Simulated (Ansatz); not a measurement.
**CHNSe (SMILES N#C[SeH]): one structure at several levels**

The task here is to estimate one member of a computed series from the others.

Method: single points in def2-TZVPP; program: Ansatz 0.2.0, Gaussian basis.

Cores are frozen in the correlated methods. Filled d shells of the heavier atoms are correlated.

**The starting structure**

SMILES `N#C[SeH]`, 4 atoms, charge 0, spin multiplicity 1.

Atoms are counted from 1 here; the program's logs count them from 0.

Bond lengths: N1–C2 1.211 Å, C2–Se3 1.812 Å, Se3–H4 1.472 Å. Angles: N1–C2–Se3 176.2°, C2–Se3–H4 93.0°.

Coordinates:

```csv
atom,x (Å),y (Å),z (Å)
N1,0.96270,-0.23150,1.58140
C2,0.46770,-0.30560,0.47900
Se3,-0.37090,-0.36390,-1.12660
H4,-1.11380,0.88090,-0.86960
```

The first run:

File run/in.yaml:

```yaml
crystal:
  periodic: [false, false, false]
  atoms:
    - {symbol: N, position_ang: [0.962700, -0.231500, 1.581400]}
    - {symbol: C, position_ang: [0.467700, -0.305600, 0.479000]}
    - {symbol: Se, position_ang: [-0.370900, -0.363900, -1.126600]}
    - {symbol: H, position_ang: [-1.113800, 0.880900, -0.869600]}
basis:
  gaussian: {orbitals: def2-TZVPP}
correlation: {method: ccsd_t}
output: {forces: true}
```

No record of the launch command was kept for these runs.

Steps of the session up to this table: CCSD(T)/def2-TZVPP; PBE0-D4/def2-TZVPP; wB97M-V/def2-TZVPP; r2SCAN-D4/def2-TZVPP; PBE-D4/def2-TZVPP; B97M-V/def2-TZVPP; BLYP-D4/def2-TZVPP.

One of the session's tables, all rows but one given; the rest of the session is left out.

```
   method  RMS force component (eV/Å)  angle to CCSD(T) forces (°)  dipole (D)
  CCSD(T)                       1.914                    reference        3.54
  PBE0-D4                       2.431                          5.7        3.74
  wB97M-V                           ?                            ?           ?
r2SCAN-D4                       2.124                          5.5        3.74
   PBE-D4                       1.784                          5.9        3.67
   B97M-V                       2.328                          6.4        3.64
  BLYP-D4                       1.883                          6.2        3.71
```

Estimate the missing values for wB97M-V.

As computed: RMS force component (eV/Å): 2.665; angle to CCSD(T) forces (°): 3.6; dipole (D): 3.73. In the column «RMS force component (eV/Å)» it is the highest.
